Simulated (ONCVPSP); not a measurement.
# Pseudopotential generation for Hg: ONCV, PBE

Aim: build the potential from the settings below, then test how well it stands in for the atom: other configurations, scattering, ghost states and the plane-wave cutoff that it needs.

The numbers are computed with ONCVPSP 4.0.1 (PBE, scalar-relativistic, spin-unpolarised reference atom).

## (1) The design

The settings as typed:

```json
{"element": "mercury (Hg, Z = 80)", "type": "optimised norm-conserving Vanderbilt (ONCV)", "frozen core": "[Xe]", "valence charge": "26", "reference configuration": "4f14 5d9 (charge +3)", "partial waves": "s scattering state at 0.08 Ha: rc 2.05 bohr, ncon 3, nbas 7, qcut 3.4 1/bohr, 2 projectors, debl 2.6 Ha; p scattering state at 0.15 Ha: rc 2.05 bohr, ncon 3, nbas 6, qcut 3.6 1/bohr, 2 projectors, debl 0.7 Ha; 5d: rc 2.10 bohr, ncon 5, nbas 9, qcut 7.5 1/bohr, 2 projectors, debl 1.5 Ha; 4f: rc 0.80 bohr, ncon 4, nbas 9, qcut 25.8 1/bohr, 2 projectors, debl 1 Ha", "local potential": "polynomial inside 0.60 bohr (lpopt 2, dvloc0 3 Ha)", "core correction": "not asked for"}
```

The nodes and maxima of the atom's own shells, from an earlier all-electron run, set the scale for the radii.

All-electron outer shells of the reference configuration (PBE, scalar-relativistic, ld1.x):

| shell | level (eV) | outermost node (bohr) | outermost maximum (bohr) |
| --- | --- | --- | --- |
| 5p | -100.55 | 0.50 | 0.93 |
| 5d | -42.48 | 0.55 | 1.14 |
| 6s | -34.15 | 1.07 | 2.00 |
| 6p | -24.09 | 1.24 | 2.44 |

## (2) The generation run

Input file Hg.dat:

```
# ATOM AND REFERENCE CONFIGURATION
# atsym  z   nc   nv     iexc    psfile
  Hg 80.00   11    2        4      upf
#
#   n    l    f
    1    0    2.00
    2    0    2.00
    2    1    6.00
    3    0    2.00
    3    1    6.00
    3    2   10.00
    4    0    2.00
    4    1    6.00
    4    2   10.00
    5    0    2.00
    5    1    6.00
    4    3   14.00
    5    2    9.00
#
# PSEUDOPOTENTIAL AND OPTIMIZATION
# lmax
    3
#
#   l,   rc,      ep,       ncon, nbas, qcut
    0    2.05    0.08    3    7    3.40
    1    2.05    0.15    3    6    3.60
    2    2.10    0.00    5    9    7.50
    3    0.80    0.00    4    9   25.80
#
# LOCAL POTENTIAL
# lloc, lpopt,  rc(5),   dvloc0
    4    2    0.60    3.00
#
# VANDERBILT-KLEINMAN-BYLANDER PROJECTORs
# l, nproj, debl
    0    2    2.60
    1    2    0.70
    2    2    1.50
    3    2    1.00
#
# MODEL CORE CHARGE
# icmod, fcfact, rcfact
    0    0.00    0.00
#
# LOG DERIVATIVE ANALYSIS
# epsh1, epsh2, depsh
   -6.00    5.00    0.04
#
# OUTPUT GRID
# rlmax, drl
    6.00    0.01
#
# TEST CONFIGURATIONS
# ncnf
    4
# nvcnf
#   n    l    f
    3
    4    3   14.00
    5    2   10.00
    6    0    2.00
#
    3
    4    3   14.00
    5    2   10.00
    6    0    1.00
#
    2
    4    3   14.00
    5    2   10.00
#
    2
    4    3   14.00
    5    2    8.00
#
```

Command:

```bash
$ oncvpsp.x < Hg.dat > Hg.out
```

What does the calculation give? Wanted: cutoffs for 1 and 0.1 mHa per electron, occupied waves; bound ghosts; GHOST(+) flags; largest test error; largest phase difference near zero energy, channels read; projector energies reset by the program.

The runs gave:

| quantity | value |
| --- | --- |
| cutoffs for 1 and 0.1 mHa per electron, occupied waves | 255 Ha and 280 Ha |
| bound ghosts | s at -483.36 eV, s at -11.47 eV, p at -309.27 eV, p at -5.45 eV |
| GHOST(+) flags | s at 6 eV, p at 66 eV, d at 582 eV |
| largest test error (AE − PS) | -45 meV, for 4f14 5d8 (2 tests unsolved) |
| largest phase difference near zero energy, channels read | 3.141 rad |
| projector energies reset by the program | s: 0.050, 2.650 Ha; p: 0.050, 0.750 Ha; d: -1.561, 0.250 Ha; f: -4.790, 0.250 Ha |

In words: It has a bound ghost (s, p), a state that the atom doesn't have, and that rules the file out. The worst unpolarised test, 4f14 5d8, is off by 45 meV on 49.8 eV; by total energies transferability rates as fair where solved. That test lies far up in energy; among those under 40 eV, nearer to bonding, the largest error is 7.7 meV. Of the tests 2 gave no usable energy difference, which is a warning in itself. By its cutoff, 255 Ha for the looser tolerance, it is very hard. At the looser tolerance the 4f wave is the slowest; 5d needs 21 Ha. Near zero energy the largest phase difference among the channels read is 3.14 rad, in the p channel. A step near π is an extra or missing state, not a misfit of shape. The pseudo curves have a pole with no partner nearby in the atom's: p at -0.20 Ha. The program also flags highly localised states, GHOST(+) (s, p, d). Note that the frozen 5p shell (-101 eV) lies higher than the valence 4f shell (-130 eV). All of this concerns the isolated atom, not yet a solid.
